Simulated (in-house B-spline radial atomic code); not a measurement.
# Sc¹⁰⁺: ionisation energy by several methods

Aim: the ionisation energy of Sc¹⁰⁺ by several methods, each as the difference of two self-consistent energies (Sc¹⁰⁺ and the next ion, [He] 2s2 2p6).

Program: in-house B-spline radial atomic code version 1. Level of theory: non-relativistic, several functionals, spin-polarised, exact exchange averaged over the configuration; spherical all-electron atom at the radial basis limit. These are calculated values, not measurements, unless marked.

**1. What is computed**

| Item | Value |
| --- | --- |
| element | scandium (Z = 21) |
| charge | +10 |
| electrons | 11 |
| configuration | [Ne] 3s1 |
| nucleus | point |

The outer shells:

[Ne] 3s1
```
[Ne] core
3s [↑ ]
```

Where spins are not typed, each open shell is filled with up spins first.

**2. BHandHLYP, a global hybrid**

Input settings:

```ini
Z = 21
electrons = 11.0
configuration = [Ne] 3s1
hamiltonian = nr
method = bhandhlyp
spin_polarised = True
exact_exchange = averaged over the configuration
```

Command:

```console
python run_scf.py task.json out
```

One command runs all members of the session, one after another, from task.json.

**3. LC-ωPBE, a range-separated hybrid**

Settings: those of step 2 with these lines changed.

```diff
@@ -4,3 +4,3 @@
 hamiltonian = nr
-method = bhandhlyp
+method = lc_wpbe
 spin_polarised = True
```

**4. B97-1, a global hybrid**

Settings: those of step 3 with these lines changed.

```diff
@@ -4,3 +4,3 @@
 hamiltonian = nr
-method = lc_wpbe
+method = b97_1
 spin_polarised = True
```

**5. TPSSh, a global hybrid**

Settings: those of step 4 with these lines changed.

```diff
@@ -4,3 +4,3 @@
 hamiltonian = nr
-method = b97_1
+method = tpssh
 spin_polarised = True
```

**6. HSE06, a range-separated hybrid**

Settings: those of step 5 with these lines changed.

```diff
@@ -4,3 +4,3 @@
 hamiltonian = nr
-method = tpssh
+method = hse06
 spin_polarised = True
```

**7. PBE0, a global hybrid**

Settings: those of step 6 with these lines changed.

```diff
@@ -4,3 +4,3 @@
 hamiltonian = nr
-method = hse06
+method = pbe0
 spin_polarised = True
```

**Question.** The tabulated ionisation energy is 249.798 ± 0.005 eV (semi-empirical; NIST Atomic Spectra Database). What does each method give, and which comes nearest?

The runs gave:

| method | rung | total energy (hartree) | ΔSCF (eV) | −ε highest (eV) | ΔSCF less tabulated (eV) |
| --- | --- | --- | --- | --- | --- |
| BHandHLYP | global hybrid | -723.1914 | 249.85 | 244.07 (3s up) | +0.05 |
| B97-1 | global hybrid | -723.0840 | 249.00 | 240.77 (3s up) | -0.80 |
| TPSSh | global hybrid | -723.1671 | 249.15 | 240.00 (3s up) | -0.65 |
| PBE0 | global hybrid | -722.9648 | 249.55 | 241.47 (3s up) | -0.24 |
| LC-ωPBE | range-separated hybrid | -722.9449 | 249.95 | 244.69 (3s up) | +0.15 |
| HSE06 | range-separated hybrid | -722.9853 | 249.61 | 241.14 (3s up) | -0.18 |

Tables give 249.798 ± 0.005 eV (semi-empirical; NIST Atomic Spectra Database) for the ionisation energy. BHandHLYP misses by +0.05 eV, the least, and B97-1 by -0.80 eV (0.32 %), the most. These runs lack relativity altogether, which can outweigh the gaps between the methods, so the nearest may be so by luck.
